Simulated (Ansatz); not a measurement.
# TaRu: a tetragonal deformation path

The task, for TaRu: follow a tetragonal deformation at fixed volume.

Computed with Ansatz 0.2.0 (DFT r2SCAN, scalar-relativistic, plane waves, PAW, unless a step's input says otherwise).

## 1. Starting point

Symmetry: P4/mmm, No. 123, tetragonal system. The conventional cell has a = 3.053 Å, b = 3.053 Å, c = 3.389 Å, α = 90.00°, β = 90.00°, γ = 90.00°. Ta (site symmetry 4/mmm) is surrounded by 8 Ru at 2.74 Å and 4 Ta at 3.05 Å. Ru (site symmetry 4/mmm) is surrounded by 8 Ta at 2.74 Å and 4 Ru at 3.05 Å.

Coordinates:

```
CELL_PARAMETERS angstrom
3.05300 0.00000 0.00000
0.00000 3.05300 0.00000
0.00000 0.00000 3.38900
ATOMIC_POSITIONS crystal
Ta 0.50000 0.50000 0.50000
Ru 0.00000 0.00000 0.00000
```

No relaxation comes first: the listed cell is the starting point.

## 2. The reference cell

Reference values: F = -15835.7392 eV; pressure -1.30 GPa; largest force 0.000 eV/Å; gap on the mesh none (metal). It was computed beforehand with the settings of the runs below.

## 3. The scan: a tetragonal deformation path

At fixed volume and fractional coordinates, lengths along (0.000, 0.000, 1.000) are scaled against those across it; ρ is that ratio over its starting value.

## 4. ρ = 0.850

File input.yaml:

```yaml
crystal:
  lattice:
    - [3.2229519371, 0.0, 0.0]
    - [0.0, 3.2229519371, 0.0]
    - [0.0, 0.0, 3.0410076966]
  atoms:
    - { symbol: Ta, position: [0.5, 0.5, 0.5] }
    - { symbol: Ru, position: [0.0, 0.0, 0.0] }
basis:
  ecutwfc: 500
kpoints:
  mp_grid: { grid: [18, 18, 16] }
hamiltonian:
  xc: r2scan
scf:
  occupations: { method: gaussian, width: 0.15 }
output:
  forces: true
  stress: true
  eigenvalues: true
```

Run with:

```
> ansatz run input.yaml --threads 1 --pin off --max-ram 2560MiB --backend cpu --events-out ev --progress --plain --runs-dir out
```

## 5. Point ρ = 1.200

Changes to input.yaml since step 4:

```diff
@@ -2,5 +2,5 @@
   lattice:
-    - [3.2229519371, 0.0, 0.0]
-    - [0.0, 3.2229519371, 0.0]
-    - [0.0, 0.0, 3.0410076966]
+    - [2.8729829962, 0.0, 0.0]
+    - [0.0, 2.8729829962, 0.0]
+    - [0.0, 0.0, 3.8270053223]
   atoms:
```

## 6. ρ = 0.920

Changes to input.yaml since step 5:

```diff
@@ -2,5 +2,5 @@
   lattice:
-    - [2.8729829962, 0.0, 0.0]
-    - [0.0, 2.8729829962, 0.0]
-    - [0.0, 0.0, 3.8270053223]
+    - [3.1390449054, 0.0, 0.0]
+    - [0.0, 3.1390449054, 0.0]
+    - [0.0, 0.0, 3.2057534653]
   atoms:
```

## 7. ρ = 1.100

Changes to input.yaml since step 6:

```diff
@@ -2,5 +2,5 @@
   lattice:
-    - [3.1390449054, 0.0, 0.0]
-    - [0.0, 3.1390449054, 0.0]
-    - [0.0, 0.0, 3.2057534653]
+    - [2.9575305717, 0.0, 0.0]
+    - [0.0, 2.9575305717, 0.0]
+    - [0.0, 0.0, 3.6113259804]
   atoms:
```

## 8. Point ρ = 0.960

Changes to input.yaml since step 7:

```diff
@@ -2,5 +2,5 @@
   lattice:
-    - [2.9575305717, 0.0, 0.0]
-    - [0.0, 2.9575305717, 0.0]
-    - [0.0, 0.0, 3.6113259804]
+    - [3.0948271154, 0.0, 0.0]
+    - [0.0, 3.0948271154, 0.0]
+    - [0.0, 0.0, 3.2980132101]
   atoms:
@@ -20 +20,5 @@
   eigenvalues: true
+  write_density: true
+  write_potential: true
+  elf: true
+  volumetric_format: npy
```

## 9. Point ρ = 1.050

File input.yaml:

```yaml
crystal:
  lattice:
    - [3.0037494522, 0.0, 0.0]
    - [0.0, 3.0037494522, 0.0]
    - [0.0, 0.0, 3.501045607]
  atoms:
    - { symbol: Ta, position: [0.5, 0.5, 0.5] }
    - { symbol: Ru, position: [0.0, 0.0, 0.0] }
basis:
  ecutwfc: 500
kpoints:
  mp_grid: { grid: [18, 18, 16] }
hamiltonian:
  xc: r2scan
scf:
  occupations: { method: gaussian, width: 0.15 }
output:
  forces: true
  stress: true
  eigenvalues: true
```

## 10. Point ρ = 0.800

Changes to input.yaml since step 9:

```diff
@@ -2,5 +2,5 @@
   lattice:
-    - [3.0037494522, 0.0, 0.0]
-    - [0.0, 3.0037494522, 0.0]
-    - [0.0, 0.0, 3.501045607]
+    - [3.2887445543, 0.0, 0.0]
+    - [0.0, 3.2887445543, 0.0]
+    - [0.0, 0.0, 2.9205516658]
   atoms:
```

## 11. ρ = 1.300

Changes to input.yaml since step 10:

```diff
@@ -2,5 +2,5 @@
   lattice:
-    - [3.2887445543, 0.0, 0.0]
-    - [0.0, 3.2887445543, 0.0]
-    - [0.0, 0.0, 2.9205516658]
+    - [2.7973427786, 0.0, 0.0]
+    - [0.0, 2.7973427786, 0.0]
+    - [0.0, 0.0, 4.036768123]
   atoms:
```

(Steps that only read results are left out.)

Before running it: what results should come out? Wanted: highest point.

**Answer**, as computed:

| quantity | value |
| --- | --- |
| highest point | 256.8 meV/atom at ρ = 1.300 |

No sampled point lies below the undisturbed cell. Further dips among the sampled points: ρ = 0.850 (27.5 meV/atom); whether they survive relaxation was not tested. The runs treat Ta without spin-orbit coupling.
